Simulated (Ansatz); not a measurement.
**Molybdenum, A15 under r²SCAN: structure and ground-state energy**

The plan for molybdenum in the A15 structure: relax it, then solve it on a dense k-mesh. Spin polarisation is left out. The k-meshes are 5×5×5 for the relaxation; 7×7×7 for the dense run.

Computed with Ansatz 0.2.0 (DFT r2SCAN, plane waves (500 eV) with PAW, scalar-relativistic; PAW files made under PBE, frozen cores solved again for the functional, unless a step says otherwise).

## 1. The structure to begin with

Symmetry: Pm-3n, No. 223, cubic system. Conventional cell: a = 4.996 Å, b = 4.996 Å, c = 4.996 Å, α = 90.00°, β = 90.00°, γ = 90.00°. Mo (site symmetry m-3) is surrounded by 12 Mo at 2.79 Å. Mo (site symmetry -4m2) is surrounded by 6 Mo at 2.50 to 2.79 Å.

Structure file:

```cif
data_structure
_symmetry_space_group_name_H-M 'P 1'
_symmetry_Int_Tables_number 1
_cell_length_a 4.9960
_cell_length_b 4.9960
_cell_length_c 4.9960
_cell_angle_alpha 90.000
_cell_angle_beta 90.000
_cell_angle_gamma 90.000
_cell_volume 124.70
loop_
_atom_site_label
_atom_site_type_symbol
_atom_site_fract_x
_atom_site_fract_y
_atom_site_fract_z
_atom_site_occupancy
Mo1 Mo 0.00000 0.00000 0.00000 1
Mo2 Mo 0.50000 0.50000 0.50000 1
Mo3 Mo 0.25000 0.00000 0.50000 1
Mo4 Mo 0.75000 0.00000 0.50000 1
Mo5 Mo 0.50000 0.25000 0.00000 1
Mo6 Mo 0.50000 0.75000 0.00000 1
Mo7 Mo 0.00000 0.50000 0.25000 1
Mo8 Mo 0.00000 0.50000 0.75000 1
```

## 2. Relaxing cell and atoms

The input, input.yaml:

```yaml
crystal:
  lattice:
    - [4.9960273309, 0.0, 0.0]
    - [0.0, 4.9960273309, 0.0]
    - [0.0, 0.0, 4.9960273309]
  atoms:
    - { symbol: Mo, position: [0.0, 0.0, 0.0] }
    - { symbol: Mo, position: [0.5, 0.5, 0.5] }
    - { symbol: Mo, position: [0.25, 0.0, 0.5] }
    - { symbol: Mo, position: [0.75, 0.0, 0.5] }
    - { symbol: Mo, position: [0.5, 0.25, 0.0] }
    - { symbol: Mo, position: [0.5, 0.75, 0.0] }
    - { symbol: Mo, position: [0.0, 0.5, 0.25] }
    - { symbol: Mo, position: [0.0, 0.5, 0.75] }
hamiltonian:
  xc: r2scan
  pseudopotentials:
    kind: paw
    azcp:
      Mo: "pseudopotentials/Mo.paw.azcp"
basis:
  ecutwfc: 500
  fft_grid_basis: typed
kpoints:
  mp_grid: { grid: [5, 5, 5], shift: [0, 0, 0] }
magnetization:
  spin_polarized: false
scf:
  occupations: { method: fermi_dirac, width: 0.1 }
relax:
  max_steps: 60
  f_tol: 0.01
  cell: {}
```

Output:

```text
Engine: ansatz 0.2.0, x86_64-unknown-linux-gnu
Pseudopotentials: kind: paw
Pseudopotential: Mo, paw, valence charge 14, recommended cutoff 500 eV (meta_gga), <dir>
Functional definition: r2SCAN
  parameter k0 = 0.174
  parameter k1 = 0.065
  parameter a1 = 4.9479
  exchange = r2scan_x(k0 = k0, k1 = k1, a1 = a1)
  correlation = r2scan_c
Crystal: 8 atoms, lattice volume = 124.702 Å³
Basis set: ecut = 500 eV, 3119 PW (Γ), exchange–correlation on 160×160×160 points (64 copies of the dense FFT grid, shifted against one another)
Bands: 68, of which v1, the nominal top of the filled ones, is band 56 counted from 1 (55 counted from 0)
Symmetry: 48 space group operations
Space group: Pm-3n (ITA 223), of the structure as read, at distance tolerance 5.0e-5 Å
k-points: 10 of 125
Non-local potential: Mo, projectors of the file, l = 0: 3, l = 1: 2, l = 2: 2, l = 3: 1
PAW form: soft (Blöchl's): semilocal exchange-correlation on the pseudo side does not see the compensation charge
PAW frozen core: Mo, regenerated for the run's functional (the file was generated under x = pbe(κ = 0.804, μ = 0.2195149727645171), c = pbe(β = 0.06672455060314922))
PAW one-centre angular grid: Mo, 590 points (default); XC on 160 Gauss nodes
Initial density: superposition of atomic densities (neutral atoms: chi_scale 0, normalization atom), corrected by the library's trained network
Initial wavefunctions: pseudopotential atomic-orbital guess
Functional: x = r2scan, c = r2scan; τ floored in thin density (d = 2e-4 eV/Å³)
SCF iter   1: F=—  HF=-39739.998292 eV  |F-HF|=—  |Δ(HF+E_count)|=         —  Δρ=1.08e-2  dr2=1.03e-1  dr2_τ=1.50e-1  ethr=1.77e-3  ⟨swp⟩=4.6  Hψ=2273  notcnv=0
preconditioner: auto → Kerker (q_TF=auto, 2.680 Å⁻¹)  [metal: Δε(μ)=0.098 eV  Ē_g=4.537 eV  σ=0.100 eV  W_gap=0.24  n_scr=32 (ndim 8)  ℏωp=23.0 eV  f_vac=0.000  D(μ)=3.88/eV (n_scr^D=26)]
SCF iter   2: F=—  HF=-39739.999755 eV  |F-HF|=—  |Δ(HF+E_count)|=   1.46e-3  Δρ=5.93e-3  dr2=2.73e-2  dr2_τ=2.02e-3  ethr=9.16e-5  ⟨swp⟩=2.7  Hψ=1288  notcnv=0
SCF iter   3: F=—  HF=-39739.996541 eV  |F-HF|=—  |Δ(HF+E_count)|=   3.21e-3  Δρ=2.13e-3  dr2=9.20e-3  dr2_τ=2.09e-3  ethr=2.44e-5  ⟨swp⟩=2.2  Hψ=1187  notcnv=0
SCF iter   4: F=—  HF=-39739.995831 eV  |F-HF|=—  |Δ(HF+E_count)|=   7.10e-4  Δρ=5.81e-4  dr2=1.74e-4  dr2_τ=2.10e-5  ethr=8.22e-6  ⟨swp⟩=2.0  Hψ=868  notcnv=0
SCF iter   5: F=—  HF=-39739.996007 eV  |F-HF|=—  |Δ(HF+E_count)|=   1.76e-4  Δρ=1.10e-4  dr2=7.04e-6  dr2_τ=1.73e-6  ethr=1.55e-7  ⟨swp⟩=2.0  Hψ=921  notcnv=0
SCF iter   6: F=—  HF=-39739.996009 eV  |F-HF|=—  |Δ(HF+E_count)|=   1.69e-6  Δρ=2.15e-5  dr2=3.41e-7  dr2_τ=6.93e-8  ethr=6.29e-9  ⟨swp⟩=2.8  Hψ=1403  notcnv=0
SCF iter   7: F=-39739.996009 eV  HF=-39739.996009 eV  |F-HF|=1.77e-9  |Δ(HF+E_count)|=   2.38e-7  Δρ=3.76e-6  dr2=1.25e-8  dr2_τ=4.34e-9  ethr=8.93e-11  ⟨swp⟩=4.0  Hψ=2144  notcnv=0
SCF 1 converged in 7 iterations: F = -39739.996009 eV  dr2 = 1.25e-8
relax step   1: F+E_penalty+E_count = -39739.99600912 eV  Δ(F+E_penalty+E_count) = +0.000e0 eV  max|allowed force component| = 7.083e-18 eV/Å  Δτ_max = 0.0000 Å  P = +4.820 GPa  Ω = 124.702 Å³  (7 SCF iters, dr2 threshold 1.00e-7 eV, accepted)
Crystal: 8 atoms, lattice volume = 131.812 Å³
Basis set: ecut = 500 eV, 3407 PW (Γ), exchange–correlation on 160×160×160 points (64 copies of the dense FFT grid, shifted against one another)
Initial density: handed on by an earlier stage of this run
Initial wavefunctions: those handed on with the density
iter 1 solved again at ethr=5.03e-6 eV; its pass at ethr=3.10e-3 eV (dr2=5.64e-3 eV) is discarded
SCF iter   1: F=—  HF=-39739.232764 eV  |F-HF|=—  |Δ(HF+E_count)|=         —  Δρ=2.41e-3  dr2=5.64e-3  dr2_τ=4.49e-1  ethr=5.03e-6  ⟨swp⟩=2.0  Hψ=3714  notcnv=0
preconditioner: auto → Kerker (q_TF=auto, 2.655 Å⁻¹)  [metal: Δε(μ)=0.173 eV  Ē_g=4.216 eV  σ=0.100 eV  W_gap=0.41  n_scr=32 (ndim 8)  ℏωp=22.4 eV  f_vac=0.000  D(μ)=3.74/eV (n_scr^D=26)]
SCF iter   2: F=—  HF=-39739.874206 eV  |F-HF|=—  |Δ(HF+E_count)|=   6.41e-1  Δρ=2.31e-3  dr2=2.93e-3  dr2_τ=9.86e-4  ethr=5.03e-6  ⟨swp⟩=2.1  Hψ=1363  notcnv=0
SCF iter   3: F=—  HF=-39739.876301 eV  |F-HF|=—  |Δ(HF+E_count)|=   2.10e-3  Δρ=1.28e-3  dr2=8.53e-4  dr2_τ=2.47e-4  ethr=2.62e-6  ⟨swp⟩=2.0  Hψ=853  notcnv=0
SCF iter   4: F=—  HF=-39739.877420 eV  |F-HF|=—  |Δ(HF+E_count)|=   1.12e-3  Δρ=6.41e-4  dr2=8.26e-4  dr2_τ=1.31e-4  ethr=7.61e-7  ⟨swp⟩=2.3  Hψ=1183  notcnv=0
SCF iter   5: F=—  HF=-39739.877457 eV  |F-HF|=—  |Δ(HF+E_count)|=   3.64e-5  Δρ=3.11e-4  dr2=1.33e-4  dr2_τ=7.42e-6  ethr=7.38e-7  ⟨swp⟩=2.0  Hψ=816  notcnv=0
SCF iter   6: F=—  HF=-39739.877411 eV  |F-HF|=—  |Δ(HF+E_count)|=   4.62e-5  Δρ=1.04e-4  dr2=1.03e-5  dr2_τ=8.62e-7  ethr=1.19e-7  ⟨swp⟩=3.0  Hψ=1252  notcnv=0
SCF iter   7: F=-39739.877409 eV  HF=-39739.877410 eV  |F-HF|=2.24e-7  |Δ(HF+E_count)|=   1.06e-6  Δρ=2.67e-5  dr2=6.17e-7  dr2_τ=6.24e-8  ethr=7.14e-10  ⟨swp⟩=2.6  Hψ=2618  notcnv=0
SCF 2 converged in 7 iterations: F = -39739.877409 eV  dr2 = 6.17e-7
relax step   2: F+E_penalty+E_count = -39739.87740932 eV  Δ(F+E_penalty+E_count) = +1.186e-1 eV  max|allowed force component| = 2.588e-17 eV/Å  Δτ_max = 0.0000 Å  P = -9.337 GPa  Ω = 131.812 Å³  energy of the carried Pulay correction = -3.438e-3 eV  (7 SCF iters, dr2 threshold 8.00e-7 eV, rejected (line search))
Crystal: 8 atoms, lattice volume = 127.035 Å³
Basis set: ecut = 500 eV, 3239 PW (Γ), exchange–correlation on 160×160×160 points (64 copies of the dense FFT grid, shifted against one another)
iter 1 solved again at ethr=1.31e-6 eV; its pass at ethr=3.10e-3 eV (dr2=1.47e-3 eV) is discarded
SCF iter   1: F=—  HF=-39739.778140 eV  |F-HF|=—  |Δ(HF+E_count)|=         —  Δρ=1.52e-3  dr2=1.40e-3  dr2_τ=1.92e-1  ethr=1.31e-6  ⟨swp⟩=2.1  Hψ=3645  notcnv=0
preconditioner: auto → Kerker (q_TF=auto, 2.672 Å⁻¹)  [metal: Δε(μ)=0.104 eV  Ē_g=4.429 eV  σ=0.100 eV  W_gap=0.25  n_scr=32 (ndim 8)  ℏωp=22.8 eV  f_vac=0.000  D(μ)=3.93/eV (n_scr^D=26)]
SCF iter   2: F=—  HF=-39740.025748 eV  |F-HF|=—  |Δ(HF+E_count)|=   2.48e-1  Δρ=1.41e-3  dr2=8.73e-4  dr2_τ=2.22e-4  ethr=1.25e-6  ⟨swp⟩=3.0  Hψ=1434  notcnv=0
SCF iter   3: F=—  HF=-39740.027065 eV  |F-HF|=—  |Δ(HF+E_count)|=   1.32e-3  Δρ=6.46e-4  dr2=2.30e-4  dr2_τ=4.42e-5  ethr=7.80e-7  ⟨swp⟩=2.0  Hψ=919  notcnv=0
SCF iter   4: F=—  HF=-39740.027352 eV  |F-HF|=—  |Δ(HF+E_count)|=   2.88e-4  Δρ=1.91e-4  dr2=6.02e-5  dr2_τ=1.11e-5  ethr=2.05e-7  ⟨swp⟩=2.0  Hψ=1162  notcnv=0
SCF iter   5: F=—  HF=-39740.027349 eV  |F-HF|=—  |Δ(HF+E_count)|=   3.75e-6  Δρ=5.12e-5  dr2=4.82e-6  dr2_τ=8.15e-7  ethr=5.38e-8  ⟨swp⟩=2.0  Hψ=925  notcnv=0
SCF iter   6: F=—  HF=-39740.027349 eV  |F-HF|=—  |Δ(HF+E_count)|=   7.24e-7  Δρ=2.11e-5  dr2=2.62e-7  dr2_τ=4.86e-8  ethr=4.30e-9  ⟨swp⟩=2.0  Hψ=886  notcnv=0
SCF iter   7: F=—  HF=-39740.027349 eV  |F-HF|=—  |Δ(HF+E_count)|=   2.16e-7  Δρ=8.81e-6  dr2=3.95e-8  dr2_τ=9.44e-9  ethr=2.34e-10  ⟨swp⟩=2.0  Hψ=923  notcnv=0
SCF iter   8: F=—  HF=-39740.027350 eV  |F-HF|=—  |Δ(HF+E_count)|=   5.03e-8  Δρ=2.00e-6  dr2=1.83e-9  dr2_τ=3.86e-10  ethr=3.52e-11  ⟨swp⟩=2.9  Hψ=1405  notcnv=0
SCF iter   9: F=-39740.027350 eV  HF=-39740.027350 eV  |F-HF|=0.00e0  |Δ(HF+E_count)|=   3.30e-9  Δρ=1.15e-7  dr2=7.76e-12  dr2_τ=2.57e-12  ethr=1.00e-12  ⟨swp⟩=3.0  Hψ=2774  notcnv=0
SCF 3 converged in 9 iterations: F = -39740.027350 eV  dr2 = 7.76e-12
relax step   3: F+E_penalty+E_count = -39740.02734951 eV  Δ(F+E_penalty+E_count) = -3.134e-2 eV  max|allowed force component| = 1.229e-17 eV/Å  Δτ_max = 0.0000 Å  P = -0.278 GPa  Ω = 127.035 Å³  energy of the carried Pulay correction = -1.149e-3 eV  (9 SCF iters, accepted)
Crystal: 8 atoms, lattice volume = 126.903 Å³
Basis set: ecut = 500 eV, 3191 PW (Γ), exchange–correlation on 160×160×160 points (64 copies of the dense FFT grid, shifted against one another)
iter 1 solved again at ethr=2.18e-9 eV; its pass at ethr=3.10e-3 eV (dr2=2.44e-6 eV) is discarded
SCF iter   1: F=—  HF=-39740.027315 eV  |F-HF|=—  |Δ(HF+E_count)|=         —  Δρ=4.16e-5  dr2=1.10e-6  dr2_τ=1.57e-4  ethr=2.18e-9  ⟨swp⟩=3.4  Hψ=3537  notcnv=0
preconditioner: auto → Kerker (q_TF=auto, 2.672 Å⁻¹)  [metal: Δε(μ)=0.118 eV  Ē_g=4.425 eV  σ=0.100 eV  W_gap=0.29  n_scr=32 (ndim 8)  ℏωp=22.8 eV  f_vac=0.000  D(μ)=3.89/eV (n_scr^D=26)]
SCF iter   2: F=—  HF=-39740.027528 eV  |F-HF|=—  |Δ(HF+E_count)|=   2.13e-4  Δρ=4.07e-5  dr2=7.31e-7  dr2_τ=2.06e-7  ethr=9.81e-10  ⟨swp⟩=3.0  Hψ=1415  notcnv=0
SCF iter   3: F=-39740.027530 eV  HF=-39740.027529 eV  |F-HF|=2.23e-7  |Δ(HF+E_count)|=   9.58e-7  Δρ=1.95e-5  dr2=1.89e-7  dr2_τ=4.65e-8  ethr=1.73e-10  ⟨swp⟩=2.4  Hψ=2207  notcnv=0
SCF 4 converged in 3 iterations: F = -39740.027530 eV  dr2 = 1.89e-7
relax step   4: F+E_penalty+E_count = -39740.02752964 eV  Δ(F+E_penalty+E_count) = -1.801e-4 eV  max|allowed force component| = 2.170e-17 eV/Å  Δτ_max = 0.0000 Å  P = -0.000 GPa  Ω = 126.903 Å³  energy of the carried Pulay correction = -1.085e-3 eV  (3 SCF iters, dr2 threshold 1.93e-7 eV, accepted)
Initial wavefunctions: pseudopotential atomic-orbital guess (no wavefunctions were taken with the density)
iter 1 solved again at ethr=8.94e-9 eV; its pass at ethr=3.10e-3 eV (dr2=1.00e-5 eV) is discarded
SCF iter   1: F=—  HF=-39740.028494 eV  |F-HF|=—  |Δ(HF+E_count)|=         —  Δρ=1.70e-4  dr2=1.18e-6  dr2_τ=4.42e-6  ethr=8.94e-9  ⟨swp⟩=4.0  Hψ=4283  notcnv=0
preconditioner: auto → Kerker (q_TF=auto, 2.672 Å⁻¹)  [metal: Δε(μ)=0.118 eV  Ē_g=4.424 eV  σ=0.100 eV  W_gap=0.29  n_scr=32 (ndim 8)  ℏωp=22.8 eV  f_vac=0.000  D(μ)=3.89/eV (n_scr^D=26)]
SCF iter   2: F=—  HF=-39740.028577 eV  |F-HF|=—  |Δ(HF+E_count)|=   8.32e-5  Δρ=8.72e-5  dr2=3.42e-7  dr2_τ=3.03e-6  ethr=1.05e-9  ⟨swp⟩=2.8  Hψ=920  notcnv=0
SCF iter   3: F=—  HF=-39740.028607 eV  |F-HF|=—  |Δ(HF+E_count)|=   3.05e-5  Δρ=4.39e-6  dr2=1.38e-8  dr2_τ=2.54e-9  ethr=3.05e-10  ⟨swp⟩=3.0  Hψ=1445  notcnv=0
SCF iter   4: F=—  HF=-39740.028607 eV  |F-HF|=—  |Δ(HF+E_count)|=   1.44e-8  Δρ=1.33e-6  dr2=1.34e-9  dr2_τ=3.64e-10  ethr=1.23e-11  ⟨swp⟩=2.7  Hψ=1249  notcnv=0
SCF iter   5: F=—  HF=-39740.028607 eV  |F-HF|=—  |Δ(HF+E_count)|=   1.00e-9  Δρ=5.49e-7  dr2=6.76e-10  dr2_τ=1.01e-10  ethr=1.20e-12  ⟨swp⟩=2.0  Hψ=1185  notcnv=0
SCF iter   6: F=-39740.028607 eV  HF=-39740.028607 eV  |F-HF|=7.28e-12  |Δ(HF+E_count)|=  5.82e-11  Δρ=1.84e-7  dr2=2.08e-11  dr2_τ=5.52e-12  ethr=1.00e-12  ⟨swp⟩=3.0  Hψ=2298  notcnv=0
SCF 5 converged in 6 iterations: F = -39740.028607 eV  dr2 = 2.08e-11
relax step   5: F+E_penalty+E_count = -39740.02860745 eV  Δ(F+E_penalty+E_count) = -1.078e-3 eV  max|allowed force component| = 1.438e-17 eV/Å  Δτ_max = 0.0000 Å  P = +0.003 GPa  Ω = 126.903 Å³  stress off target by 2.65e-3 GPa  SCF on the basis re-selected at this cell (its energy is not comparable with the rows above)  (6 SCF iters)
basis re-selected at this cell: Δ(F+E_penalty+E_count) = -1.078e-3 eV, ΔP = +0.003 GPa vs the last step (what re-selecting the basis moved, of the pressure what is left beyond the Pulay correction that the steps carried, after the strain that the cell walked since its last selection, with what the two solves' SCF thresholds leave and, on support functions, any second-order correction that the steps lacked; it is no measure of the basis error at this ecutwfc). This SCF's stress stands 2.65e-3 GPa from its target on what of the cell is left free (relax.cell.stress_tol is 5.00e-2 GPa) and its largest allowed force component is 1.44e-17 eV/Å (relax.f_tol is 1.00e-2 eV/Å): within both
SCF converged after 6 iterations
Free energy (F): -39740.028607 eV
Harris-Foulkes:  -39740.028607 eV  (|F-HF|=7.28e-12)
Internal energy: -39739.899250 eV  (E = F + TS)
E sigma→0 (E₀):  -39739.963929 eV
Entropy (-TS):   -0.129358 eV (-16.170 meV/atom)
Fermi energy:    20.396915 eV
--- Per-component energies (eV) ---
  E_band       = -579.701416
  E_kinetic    = 3518.101536
  E_local      = -6397.235555  (includes V_loc(G=0)·N_el)
  E_nonlocal   = 1138.531466
  E_hartree    = 2115.193512
  E_xc         = -1427.481709
  E_vxc        = -2049.578532  (∫ρ·V_xc dr)
  E_paw        = -25737.513635  (= ΣΔE_a)
  E_vpaw       = -1155.861302  (= ΣTr[D̂ρ^β])
  E_aug_tail   = 0.000029  (compensation charges beyond the density's cutoff)
  E_vtau       = 135.954292  (kinetic-family band-sum trace: ∫τ·v_τ [+ j·A + Jᵃ·Aᵃ] dr)
  E_ewald      = -12947.725266
  E_core_change = -1.769629  (= ΣΔE_core)
  E_smearing   = -0.129358  (= −TS)
  E_closure    = 0.000000  (closes the sum)
  Σ components = -39740.028607   (vs F -39740.028607, Δ=0.00e0)
--- Forces (eV/Å), atoms counted from 1 ---
  atom   1  Mo     0.00000000     0.00000000     0.00000000
  atom   2  Mo    -0.00000000    -0.00000000     0.00000000
  atom   3  Mo    -0.00000000     0.00000000    -0.00000000
  atom   4  Mo     0.00000000    -0.00000000     0.00000000
  atom   5  Mo    -0.00000000    -0.00000000     0.00000000
  atom   6  Mo     0.00000000     0.00000000    -0.00000000
  atom   7  Mo     0.00000000     0.00000000    -0.00000000
  atom   8  Mo    -0.00000000    -0.00000000     0.00000000
  max |Σ_I F_I| component: 5.20e-18 eV/Å
--- Stress (GPa, compression-positive) ---
        0.002645      -0.000000      -0.000000
       -0.000000       0.002645      -0.000000
       -0.000000      -0.000000       0.002645
  P = ⅓ Tr σ = 0.0026 GPa (0.026 kbar)
--- Relaxed structure (4 steps of the walk, 3 accepted, 1 SCFs on fresh bases) ---
  F+E_penalty+E_count = -39740.02860745 eV   max|allowed force component| = 1.438e-17 eV/Å   (the final SCF, on the basis selected at the relaxed cell)
  cell:  # Å, volume = 126.9028 Å³
    - [5.025243171288636, 1.2839532962581572e-34, -2.5679065925163143e-34]
    - [1.2839532962581572e-34, 5.025243171288636, 0.0]
    - [-3.8518598887744713e-34, 6.419766481290786e-35, 5.025243171288636]
  atoms:
    - { symbol: Mo, position: [-5.458630854640324e-37, -1.7568007348267685e-37, -3.764573003200221e-37] }
    - { symbol: Mo, position: [0.5, 0.5, 0.5] }
    - { symbol: Mo, position: [0.25, 1.5685720846667588e-35, 0.5] }
    - { symbol: Mo, position: [0.75, -1.0013764188512593e-35, 0.5] }
    - { symbol: Mo, position: [0.5, 0.25, -2.7606868690134587e-37] }
    - { symbol: Mo, position: [0.5, 0.75, 1.3301491277974156e-36] }
    - { symbol: Mo, position: [-3.858687328280232e-36, 0.5, 0.25] }
    - { symbol: Mo, position: [9.59966115816039e-37, 0.5, 0.75] }
```

Run time: 53 s. Hardware: 2 threads of an x86-64 CPU, shared host; peak memory 0.89 GiB.

Step by step:

```csv
step,energy change (meV/atom),largest force (eV/Å),pressure (GPa),volume (Å³/atom),accepted
1,0.00,0.0000,4.82,15.588,yes
2,14.82,0.0000,-9.34,16.476,no
3,-3.92,0.0000,-0.28,15.879,yes
4,-3.94,0.0000,0.00,15.863,yes
5,-4.07,0.0000,0.00,15.863,yes
```

A last step at an unchanged cell is solved on a basis chosen anew, so its change of energy is no gain of the relaxation.

Changes in the cell that was computed:

|  | before | after | change |
| --- | --- | --- | --- |
| a (Å) | 4.996 | 5.025 | +0.6 % |
| b (Å) | 4.996 | 5.025 | +0.6 % |
| c (Å) | 4.996 | 5.025 | +0.6 % |
| volume (Å³/atom) | 15.588 | 15.863 | +1.8 % |
| shortest distance (Å) | 2.498 | 2.513 | +0.6 % |
| space group (spins left aside) | Pm-3n | Pm-3n | same |

## 3. Dense single point

The input, input.yaml:

```yaml
crystal:
  lattice:
    - [5.0252431713, 0.0, 0.0]
    - [0.0, 5.0252431713, 0.0]
    - [0.0, 0.0, 5.0252431713]
  atoms:
    - { symbol: Mo, position: [1.0, 1.0, 1.0] }
    - { symbol: Mo, position: [0.5, 0.5, 0.5] }
    - { symbol: Mo, position: [0.25, 0.0, 0.5] }
    - { symbol: Mo, position: [0.75, 1.0, 0.5] }
    - { symbol: Mo, position: [0.5, 0.25, 1.0] }
    - { symbol: Mo, position: [0.5, 0.75, 0.0] }
    - { symbol: Mo, position: [1.0, 0.5, 0.25] }
    - { symbol: Mo, position: [0.0, 0.5, 0.75] }
hamiltonian:
  xc: r2scan
  pseudopotentials:
    kind: paw
    azcp:
      Mo: "pseudopotentials/Mo.paw.azcp"
basis:
  ecutwfc: 500
  fft_grid_basis: typed
kpoints:
  mp_grid: { grid: [7, 7, 7], shift: [0, 0, 0] }
magnetization:
  spin_polarized: false
scf:
  occupations: { method: fermi_dirac, width: 0.1 }
```

Output, shortened:

```text
[...]
Pseudopotentials: kind: paw
Pseudopotential: Mo, paw, valence charge 14, recommended cutoff 500 eV (meta_gga), <dir>
Functional definition: r2SCAN
[...]
Crystal: 8 atoms, lattice volume = 126.903 Å³
Basis set: ecut = 500 eV, 3191 PW (Γ), exchange–correlation on 160×160×160 points (64 copies of the dense FFT grid, shifted against one another)
Bands: 68, of which v1, the nominal top of the filled ones, is band 56 counted from 1 (55 counted from 0)
Symmetry: 48 space group operations
Space group: Pm-3n (ITA 223), of the structure as read, at distance tolerance 5.0e-5 Å
k-points: 20 of 343
[...]
SCF iter   1: F=—  HF=-39739.971226 eV  |F-HF|=—  |Δ(HF+E_count)|=         —  Δρ=1.10e-2  dr2=1.17e-1  dr2_τ=1.51e-1  ethr=1.77e-3  ⟨swp⟩=4.3  Hψ=4541  notcnv=0
[...]
SCF iter   7: F=-39739.964763 eV  HF=-39739.964763 eV  |F-HF|=3.03e-9  |Δ(HF+E_count)|=   2.77e-7  Δρ=3.47e-6  dr2=9.29e-9  dr2_τ=3.83e-9  ethr=8.93e-11  ⟨swp⟩=2.0  Hψ=2572  notcnv=0
[...]
SCF converged after 7 iterations
Free energy (F): -39739.964763 eV
[...]
E sigma→0 (E₀):  -39739.893991 eV
Entropy (-TS):   -0.141544 eV (-17.693 meV/atom)
Fermi energy:    20.440028 eV
[...]
```

Run time: 13 s. Hardware: 2 threads of an x86-64 CPU, shared host; peak memory 0.89 GiB.

## 4. What came out

| quantity | value |
| --- | --- |
| space group (spins left aside) | Pm-3n (No. 223) |
| conventional cell | a = 5.025 Å |
| volume | 15.863 Å³/atom |
| shortest distance | 2.513 Å |
| gap on the mesh | none (levels filled in part) |
| relative to bcc | +113 meV/atom |

From the guessed start the volume grew by 1.8 % in 5 steps. Against the usual form of molybdenum (bcc, computed apart with the same settings) it stands 113 meV/atom higher. No gap shows: it is a metal or semimetal at this level. The symmetry was held, so the structure may be unstable against distortions that break it.
